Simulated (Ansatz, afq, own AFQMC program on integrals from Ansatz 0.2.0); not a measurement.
# Si₂GeH₆ (singlet): quantum Monte Carlo beside coupled cluster, def2-TZVP

Aim: compute Si₂GeH₆ (singlet) with auxiliary-field quantum Monte Carlo on the same integrals as coupled cluster, and set the energies side by side.

Method: def2-TZVP, frozen cores; program: Ansatz 0.2.0, Gaussian basis, and an in-house AFQMC program (afq) on its integrals; all values are calculated.

Plan: PBE (unrestricted); CCSD(T) on RHF; r2SCAN (unrestricted); PBE0 (unrestricted); B3LYP (unrestricted); wB97M-V (unrestricted); B2PLYP (unrestricted); Phaseless AFQMC, CISD trial on RHF; UHF.

**1. The system**

The geometry is a PBE0/def2-SVP stationary point (not a proven minimum). No spin-orbit coupling is included. The filled d shell of Ge may be among the frozen orbitals whatever the setting's name suggests; the logs give the count.

9 atoms, charge 0, spin multiplicity 1.

Atoms are counted from 1 here; the program's logs count them from 0.

Bond lengths: Si1–Si2 2.340 Å, Si1–Ge3 2.386 Å, Si1–H4 1.492 Å, Si1–H5 1.492 Å, Si2–Ge3 2.386 Å, Si2–H6 1.492 Å, Si2–H7 1.492 Å, Ge3–H8 1.533 Å, Ge3–H9 1.533 Å. Angles: Si2–Si1–Ge3 60.6°, Si2–Si1–H4 118.5°, Si2–Si1–H5 118.4°, Ge3–Si1–H4 118.4°, Ge3–Si1–H5 118.3°, H4–Si1–H5 113.1°, Si1–Si2–Ge3 60.6°, Si1–Si2–H6 118.5°, Si1–Si2–H7 118.4°, Ge3–Si2–H6 118.4°, Ge3–Si2–H7 118.3°, H6–Si2–H7 113.1°, Si1–Ge3–Si2 58.7°, Si1–Ge3–H8 118.6°, Si1–Ge3–H9 118.6°, Si2–Ge3–H8 118.5°, Si2–Ge3–H9 118.6°, H8–Ge3–H9 113.5°.

**2. PBE (unrestricted)**

in.yaml

```yaml
crystal:
  periodic: [false, false, false]
  atoms:
    - {symbol: Si, position_ang: [-1.028847, 0.156569, -0.878255]}
    - {symbol: Si, position_ang: [1.072820, 0.832472, -0.101818]}
    - {symbol: Ge, position_ang: [-0.043779, -0.981713, 0.972896]}
    - {symbol: H, position_ang: [-1.109986, -0.553543, -2.187390]}
    - {symbol: H, position_ang: [-2.199710, 1.043863, -0.620384]}
    - {symbol: H, position_ang: [1.179483, 2.131026, 0.624210]}
    - {symbol: H, position_ang: [2.270343, 0.529478, -0.937831]}
    - {symbol: H, position_ang: [0.493584, -2.401408, 0.758835]}
    - {symbol: H, position_ang: [-0.633917, -0.756733, 2.369747]}
basis:
  gaussian: {orbitals: def2-TZVP}
magnetization: {spin_polarized: true, initial_magnetization: 0}
hamiltonian: {xc: {name: PBE}}
output: {orbitals: {seedname: orbitals}}
```

Run with:

```
> ansatz run in.yaml --threads 1 --pin off --events-out ev --progress --plain --max-ram 8192MiB --backend cpu
```

Log:

```text
Functional definition: PBE
  name "PBE"
  cite "Perdew, Burke & Ernzerhof, Phys. Rev. Lett. 77, 3865 (1996) doi:10.1103/PhysRevLett.77.3865"
  parent pbe
  parameter kappa = 0.804
  parameter beta = 0.06672455060314922
  exchange = pbe_x(kappa = kappa, mu = beta*pi^2/3)
  correlation = pbe_c(beta = beta)
1126 factors; their error is unknown
mean field evaluation 1: about -72351.8322 eV, gradient 2.1e1 eV
mean field evaluation 2: about -72351.8619 eV, gradient 2.4e1 eV
mean field evaluation 4: about -72353.7283 eV, gradient 1.1e0 eV
mean field evaluation 8: about -72353.7350 eV, gradient 1.1e-2 eV
mean field -72353.71264799 eV, -2658.9498967056 hartree, gradient 3.2e-5 eV, S^2 0.000000; 0 other end points of the search recorded, 0 dependent functions left out
reference -72353.71269487 eV, -2658.9498984285 hartree; 33, 33 occupied and 125, 125 virtual orbitals, 1126 factors
Total energy: -72353.71269487 eV, -2658.9498984285 hartree
```

Run time: 6 s. Hardware: 1 thread of AMD EPYC 7R13 (Zen 3), shared host; peak memory 0.73 GiB.

From the report: ⟨S²⟩ of the determinant 0.000 (pure singlet: 0.00).

**3. CCSD(T) on RHF**

in.yaml: that of step 2 with these lines changed.

```diff
@@ -14,4 +14,3 @@
   gaussian: {orbitals: def2-TZVP}
-magnetization: {spin_polarized: true, initial_magnetization: 0}
-hamiltonian: {xc: {name: PBE}}
-output: {orbitals: {seedname: orbitals}}
+magnetization: {spin_polarized: false}
+correlation: {method: ccsd_t, electrons: outside_noble_gas, hamiltonian_folder: ham}
```

Run with:

```
> ansatz run in.yaml --threads 1 --pin off --events-out ev --progress --plain --max-ram 24576MiB --backend cuda --devices 0, --max-vram 18GiB
```

Log, cut to the lines that bear on the results:

```text
Functional definition: HF
  name "HF"
  cite "Fock, Z. Phys. 61, 126 (1930) doi:10.1007/BF01340294"
  parent pbe
[...]
1061 factors; integrals over basis functions are off by at most 9.4e-4 eV
[...]
mean field -72292.38972625 eV, -2656.6963208979 hartree, gradient 3.4e-6 eV, S^2 0.000000; 0 other end points of the search recorded, 0 dependent functions left out
24 core orbitals not correlated: weight in the atoms' cores, before any rotation towards them, 0.999 or more for the frozen orbitals, at most 0.000 for the correlated occupied ones
reference -72292.38972625 eV, -2656.6963208979 hartree; 9, 9 occupied and 125, 125 virtual orbitals, 1061 factors
second order -9.38624264 eV of doubles, -0.00000000 eV of singles
cycle   1  -10.54585339 eV  change    -1.2e0 eV  update   9.2e-2
[...]
cycle   9  -11.01623468 eV  change    7.6e-6 eV  update   1.4e-5
perturbative correction -0.45450190 eV, -0.0167026367 hartree
Total energy: -72303.86046283 eV, -2657.1178626922 hartree
```

It took 9 s on 1 × NVIDIA H100 80GB HBM3 with 1 thread of AMD EPYC 7R13 (Zen 3), shared host; peak host memory 0.79 GiB.

From the report: correlation -11.4707 eV; T1 0.015; largest double amplitude 0.04.

This run also writes the integrals to the folder ham.

**4. r2SCAN (unrestricted)**

in.yaml: that of step 3 with these lines changed.

```diff
@@ -14,3 +14,3 @@
   gaussian: {orbitals: def2-TZVP}
-magnetization: {spin_polarized: false}
-correlation: {method: ccsd_t, electrons: outside_noble_gas, hamiltonian_folder: ham}
+magnetization: {spin_polarized: true, initial_magnetization: 0}
+hamiltonian: {xc: {name: r2SCAN}}
```

Run with:

```
> ansatz run in.yaml --threads 1 --pin off --events-out ev --progress --plain --max-ram 8192MiB --backend cpu
```

Log:

```text
Functional definition: r2SCAN
  name "r2SCAN"
  cite "Furness, Kaplan, Ning, Perdew & Sun, J. Phys. Chem. Lett. 11, 8208 (2020) doi:10.1021/acs.jpclett.0c02405"
  cite "Furness, Kaplan, Ning, Perdew & Sun, J. Phys. Chem. Lett. 11, 9248 (2020) doi:10.1021/acs.jpclett.0c03077"
  parent r2scan
  parameter k0 = 0.174
  parameter k1 = 0.065
  parameter a1 = 4.9479
  exchange = r2scan_x(k0 = k0, k1 = k1, a1 = a1)
  correlation = r2scan_c
1126 factors; their error is unknown
mean field evaluation 1: about -72367.7804 eV, gradient 1.6e1 eV
mean field evaluation 2: about -72367.9688 eV, gradient 1.7e1 eV
mean field evaluation 4: about -72368.9608 eV, gradient 7.9e-1 eV
mean field evaluation 8: about -72368.9427 eV, gradient 9.2e-2 eV
mean field -72368.94272600 eV, -2659.5095917494 hartree, gradient 5.1e-5 eV, S^2 0.000000; 0 other end points of the search recorded, 0 dependent functions left out
reference -72368.94274276 eV, -2659.5095923653 hartree; 33, 33 occupied and 125, 125 virtual orbitals, 1126 factors
Total energy: -72368.94274276 eV, -2659.5095923653 hartree
```

Wall time 13 s (1 thread of AMD EPYC 7R13 (Zen 3), shared host); peak memory 0.73 GiB.

From the report: ⟨S²⟩ of the determinant 0.000 (pure singlet: 0.00).

**5. PBE0 (unrestricted)**

in.yaml: that of step 4 with these lines changed.

```diff
@@ -15,2 +15,3 @@
 magnetization: {spin_polarized: true, initial_magnetization: 0}
-hamiltonian: {xc: {name: r2SCAN}}
+hamiltonian: {xc: {name: PBE0}}
+output: {orbitals: {seedname: orbitals}}
```

Launched as before.

Log:

```text
Functional definition: PBE0
  name "PBE0"
  cite "Adamo & Barone, J. Chem. Phys. 110, 6158 (1999) doi:10.1063/1.478522"
  cite "Perdew, Burke & Ernzerhof, Phys. Rev. Lett. 77, 3865 (1996) doi:10.1103/PhysRevLett.77.3865"
  parent pbe
  parameter a = 0.25
  parameter kappa = 0.804
  parameter beta = 0.06672455060314922
  exchange = (1 - a)*pbe_x(kappa = kappa, mu = beta*pi^2/3) + a*exact_x
  correlation = pbe_c(beta = beta)
1201 factors; their error is unknown
mean field evaluation 1: about -72355.8129 eV, gradient 1.3e1 eV
mean field evaluation 2: about -72356.0109 eV, gradient 1.3e1 eV
mean field evaluation 4: about -72356.5267 eV, gradient 4.3e-1 eV
mean field evaluation 8: about -72356.8591 eV, gradient 1.1e-1 eV
mean field -72356.85914773 eV, -2659.0655284383 hartree, gradient 6.6e-5 eV, S^2 0.000000; 0 other end points of the search recorded, 0 dependent functions left out
reference -72356.85918322 eV, -2659.0655297428 hartree; 33, 33 occupied and 125, 125 virtual orbitals, 1201 factors
Total energy: -72356.85918322 eV, -2659.0655297428 hartree
```

Run time: 8.5 s. Hardware: 1 thread of AMD EPYC 7R13 (Zen 3), shared host; peak memory 1.7 GiB.

From the report: ⟨S²⟩ of the determinant 0.000 (pure singlet: 0.00).

**6. B3LYP (unrestricted)**

in.yaml: that of step 5 with these lines changed.

```diff
@@ -15,3 +15,2 @@
 magnetization: {spin_polarized: true, initial_magnetization: 0}
-hamiltonian: {xc: {name: PBE0}}
-output: {orbitals: {seedname: orbitals}}
+hamiltonian: {xc: {name: B3LYP}}
```

Same command.

Log:

```text
Functional definition: B3LYP
  name "B3LYP"
  cite "Stephens, Devlin, Chabalowski & Frisch, J. Phys. Chem. 98, 11623 (1994) doi:10.1021/j100096a001"
  cite "Becke, Phys. Rev. A 38, 3098 (1988) doi:10.1103/PhysRevA.38.3098"
  cite "Lee, Yang & Parr, Phys. Rev. B 37, 785 (1988) doi:10.1103/PhysRevB.37.785"
  cite "Vosko, Wilk & Nusair, Can. J. Phys. 58, 1200 (1980) doi:10.1139/p80-159"
  parameter a0 = 0.2
  parameter ax = 0.72
  parameter ac = 0.81
  exchange = (1 - a0 - ax)*slater_x + ax*b88_x + a0*exact_x
  correlation = (1 - ac)*vwn_rpa_c + ac*lyp_c
1175 factors; their error is unknown
mean field evaluation 1: about -72371.8519 eV, gradient 1.6e1 eV
mean field evaluation 2: about -72372.1568 eV, gradient 1.6e1 eV
mean field evaluation 4: about -72372.8736 eV, gradient 4.9e-1 eV
mean field evaluation 8: about -72373.1347 eV, gradient 9.0e-2 eV
mean field -72373.13468299 eV, -2659.6636433274 hartree, gradient 6.1e-5 eV, S^2 0.000000; 0 other end points of the search recorded, 0 dependent functions left out
reference -72373.13497248 eV, -2659.6636539657 hartree; 33, 33 occupied and 125, 125 virtual orbitals, 1175 factors
Total energy: -72373.13497248 eV, -2659.6636539657 hartree
```

Run time: 8.5 s. Hardware: 1 thread of AMD EPYC 7R13 (Zen 3), shared host; peak memory 1.7 GiB.

From the report: ⟨S²⟩ of the determinant 0.000 (pure singlet: 0.00).

**7. wB97M-V (unrestricted)**

in.yaml: that of step 6 with these lines changed.

```diff
@@ -15,2 +15,3 @@
 magnetization: {spin_polarized: true, initial_magnetization: 0}
-hamiltonian: {xc: {name: B3LYP}}
+hamiltonian: {xc: {name: wB97M-V}}
+output: {orbitals: {seedname: orbitals}}
```

Launched as before.

Log, cut to the lines that bear on the results:

```text
Functional definition: wB97M-V
  name "wB97M-V"
  cite "Mardirossian & Head-Gordon, J. Chem. Phys. 144, 214110 (2016) doi:10.1063/1.4952647"
  cite "Becke, J. Chem. Phys. 107, 8554 (1997) doi:10.1063/1.475007"
  cite "Vydrov & Van Voorhis, J. Chem. Phys. 133, 244103 (2010) doi:10.1063/1.3521275"
  # Of w^i u^j: cxij and so on, Table III.
[...]
  gx(w, u) = 1 - cx + cx01*u + cx10*w
  gss(w, u) = css00 + css04*u^4 + css10*w + css20*w^2 + css43*w^4*u^3
  gos(w, u) = cos00 + cos10*w + (cos20 + cos21*u)*w^2 + (cos60 + cos61*u)*w^6
[...]
      + integral(e_c_pw_mod_opposite_spin*gos(b97_w_opposite, b97_u_opposite)) + vv10(b, c)
1154 factors; their error is unknown
290 factors; integrals over basis functions are off by at most 1.1e-5 eV
[...]
mean field -72365.69083703 eV, -2659.3900870337 hartree, gradient 2.1e-5 eV, S^2 0.000000; 0 other end points of the search recorded, 0 dependent functions left out
reference -72365.69089316 eV, -2659.3900890965 hartree; 33, 33 occupied and 125, 125 virtual orbitals, 1154 factors
Total energy: -72365.69089316 eV, -2659.3900890965 hartree
```

Run time: 29 s. Hardware: 1 thread of AMD EPYC 7R13 (Zen 3), shared host; peak memory 1.7 GiB.

From the report: ⟨S²⟩ of the determinant 0.000 (pure singlet: 0.00).

**8. B2PLYP (unrestricted)**

in.yaml: that of step 7 with these lines changed.

```diff
@@ -15,3 +15,3 @@
 magnetization: {spin_polarized: true, initial_magnetization: 0}
-hamiltonian: {xc: {name: wB97M-V}}
-output: {orbitals: {seedname: orbitals}}
+hamiltonian: {xc: {name: B2PLYP}}
+correlation: {electrons: outside_noble_gas}
```

The command is unchanged.

Log, cut to the lines that bear on the results:

```text
Functional definition: B2PLYP
  name "B2PLYP"
  cite "Grimme, J. Chem. Phys. 124, 034108 (2006) doi:10.1063/1.2148954"
  cite "Becke, Phys. Rev. A 38, 3098 (1988) doi:10.1103/PhysRevA.38.3098"
  cite "Lee, Yang & Parr, Phys. Rev. B 37, 785 (1988) doi:10.1103/PhysRevB.37.785"
[...]
1061 factors; integrals over basis functions are off by at most 9.4e-4 eV
[...]
mean field -72349.10969781 eV, -2658.7807414067 hartree, gradient 2.2e-6 eV, S^2 0.000000; 0 other end points of the search recorded, 0 dependent functions left out
24 core orbitals not correlated: weight in the atoms' cores, before any rotation towards them, 0.999 or more for the frozen orbitals, at most 0.000 for the correlated occupied ones
reference -72349.10988205 eV, -2658.7807481772 hartree; 9, 9 occupied and 125, 125 virtual orbitals, 1061 factors
second order -11.82782579 eV of doubles, -0.00000000 eV of singles
Total energy: -72352.30339501 eV, -2658.8981076140 hartree
```

Wall time 11 s (1 thread of AMD EPYC 7R13 (Zen 3), shared host); peak memory 1.7 GiB.

From the report: ⟨S²⟩ of the determinant 0.000 (pure singlet: 0.00).

**9. Phaseless AFQMC, CISD trial on RHF**

It reads the integrals that the CCSD(T) run on this determinant wrote.

Run with:

```
> afq ham --method phaseless --trial cisd --walkers 1400 --populations 20 --least-time 60 --time-step 0.005 --steps-per-block 50 --equilibration-blocks 28 --max-blocks 4000 --target-error 0.00026 --factor-cut 1e-05 --seed 3269 --release-times 0.24,0.51,0.99,1.5 --release-step 0.03 --release-every 4 --taylor-order 6
```

Log:

```text
orbitals 134  electrons 9 9  factors 1003 of 1061
reference energy -2656.69632090 Eh
CCSD correlation -0.40483927 Eh in 10 cycles, weight of the determinant in the CISD state 0.7970
energy of the start -2657.101162 Eh
 block  time / (1/Eh)  mean weight  energy / Eh
     1     0.250  0.9999  -2657.088039
     2     0.500  0.9994  -2657.090855
     3     0.750  0.9992  -2657.095934
     4     1.000  1.0004  -2657.100729
     5     1.250  0.9993  -2657.105367
     6     1.500  1.0002  -2657.108374
     7     1.750  1.0004  -2657.110684
     8     2.000  0.9995  -2657.112989
     9     2.250  1.0001  -2657.115586
    10     2.500  1.0002  -2657.116060
    13     3.250  0.9991  -2657.117429
    16     4.000  1.0000  -2657.120037
    19     4.750  1.0007  -2657.119907
    22     5.500  0.9996  -2657.120927
    25     6.250  0.9997  -2657.119892
    28     7.000  0.9999  -2657.120790
    31     7.750  0.9996  -2657.120241
    34     8.500  0.9993  -2657.118739
    37     9.250  1.0000  -2657.119593
    40    10.000  1.0004  -2657.119229
    43    10.750  0.9998  -2657.117532
    46    11.500  1.0002  -2657.119134
    49    12.250  0.9997  -2657.117292
    52    13.000  0.9994  -2657.119865
    55    13.750  1.0005  -2657.119372
    58    14.500  1.0001  -2657.119509
    61    15.250  0.9995  -2657.121391
    64    16.000  1.0005  -2657.120644
    67    16.750  0.9999  -2657.120018
    70    17.500  1.0006  -2657.121497
    73    18.250  1.0002  -2657.120559
    76    19.000  1.0004  -2657.121495
    79    19.750  0.9996  -2657.119651
    82    20.500  0.9998  -2657.121161
    85    21.250  0.9999  -2657.121373
    88    22.000  0.9998  -2657.120419
    91    22.750  1.0002  -2657.121165
    94    23.500  0.9998  -2657.118895
    97    24.250  1.0004  -2657.120321
   100    25.000  0.9996  -2657.117867
   103    25.750  0.9997  -2657.118944
   106    26.500  1.0000  -2657.120996
   109    27.250  1.0002  -2657.120522
   112    28.000  0.9997  -2657.120737
   115    28.750  0.9999  -2657.120583
   118    29.500  1.0004  -2657.120709
   121    30.250  1.0003  -2657.120527
   124    31.000  0.9998  -2657.119616
   127    31.750  1.0001  -2657.122461
   130    32.500  1.0003  -2657.120456
error from the spread of 20 populations
released: time / (1/Eh)  energy / Eh  error  mean overlap
  0.24  -2657.120376  0.000281  1.0000
  0.51  -2657.120477  0.000280  1.0025
  0.99  -2657.120770  0.000249  1.0059
  1.50  -2657.121232  0.000394  0.9900
energy -2657.120271 +/- 0.000342 Eh
```

Wall time 6 min (1 × NVIDIA H100 80GB HBM3 with 2 threads of AMD EPYC 7R13 (Zen 3), shared host); peak host memory 1.7 GiB.

Energy -72303.9260 ± 0.0093 eV. Caveats: constraint bias not in the error.

**10. UHF**

in.yaml: that of step 8 with these lines changed.

```diff
@@ -15,3 +15,3 @@
 magnetization: {spin_polarized: true, initial_magnetization: 0}
-hamiltonian: {xc: {name: B2PLYP}}
-correlation: {electrons: outside_noble_gas}
+hamiltonian: {xc: hf}
+output: {orbitals: {seedname: orbitals}}
```

Run with:

```
> ansatz run in.yaml --threads 1 --pin off --events-out ev --progress --plain --max-ram 24576MiB --backend cuda --devices 0, --max-vram 18GiB
```

Log:

```text
Functional definition: HF
  name "HF"
  cite "Fock, Z. Phys. 61, 126 (1930) doi:10.1007/BF01340294"
  parent pbe
  exchange = exact_x
  correlation = 0
1345 factors; their error is unknown
mean field evaluation 1: about -72289.4850 eV, gradient 1.1e1 eV
mean field evaluation 2: about -72290.8014 eV, gradient 3.9e0 eV
mean field evaluation 4: about -72290.9675 eV, gradient 2.6e-1 eV
mean field evaluation 8: about -72292.3885 eV, gradient 4.2e-1 eV
mean field -72292.38878737 eV, -2656.6962863949 hartree, gradient 1.5e-5 eV, S^2 0.000000; 0 other end points of the search recorded, 0 dependent functions left out
reference -72292.38878737 eV, -2656.6962863949 hartree; 33, 33 occupied and 125, 125 virtual orbitals, 1345 factors
Total energy: -72292.38878737 eV, -2656.6962863949 hartree
```

It took 4.5 s on 1 × NVIDIA H100 80GB HBM3 with 1 thread of AMD EPYC 7R13 (Zen 3), shared host; peak host memory 1.7 GiB.

From the report: ⟨S²⟩ of the determinant 0.000 (pure singlet: 0.00).

**11. AFQMC on the ladder**

On the RHF determinant, counted from CCSD(T) (a yardstick, not exact):

| level | energy (eV) | from CCSD(T) (kJ/mol) | statistical error (kJ/mol) | time |
| --- | --- | --- | --- | --- |
| HF | -72292.3897 | +1106.8 |  |  |
| MP2 | -72301.7760 | +201.1 |  |  |
| CCSD | -72303.4060 | +43.9 |  |  |
| CCSD(T) | -72303.8605 | 0.0 |  |  |
| Phaseless AFQMC, CISD trial, step 0.005, 1400 walkers | -72303.9260 | -6.3 | 0.9 | 6 min |

The functionals' totals stand on their own zeros and serve differences with other points: PBE -72353.713 eV; r2SCAN -72368.943 eV; PBE0 -72356.859 eV; B3LYP -72373.135 eV; wB97M-V -72365.691 eV; B2PLYP -72352.303 eV.

**12. What came out**

| quantity | value |
| --- | --- |
| Phaseless AFQMC, CISD trial on RHF from CCSD(T) | -6.3 ± 0.9 kJ/mol |

What this shows: On RHF the phaseless walk with the CISD trial lies -6.3 kJ/mol from CCSD(T), 7 times its error bar. Error bars are statistical and leave out the constraint, the time step and what remains of the start.
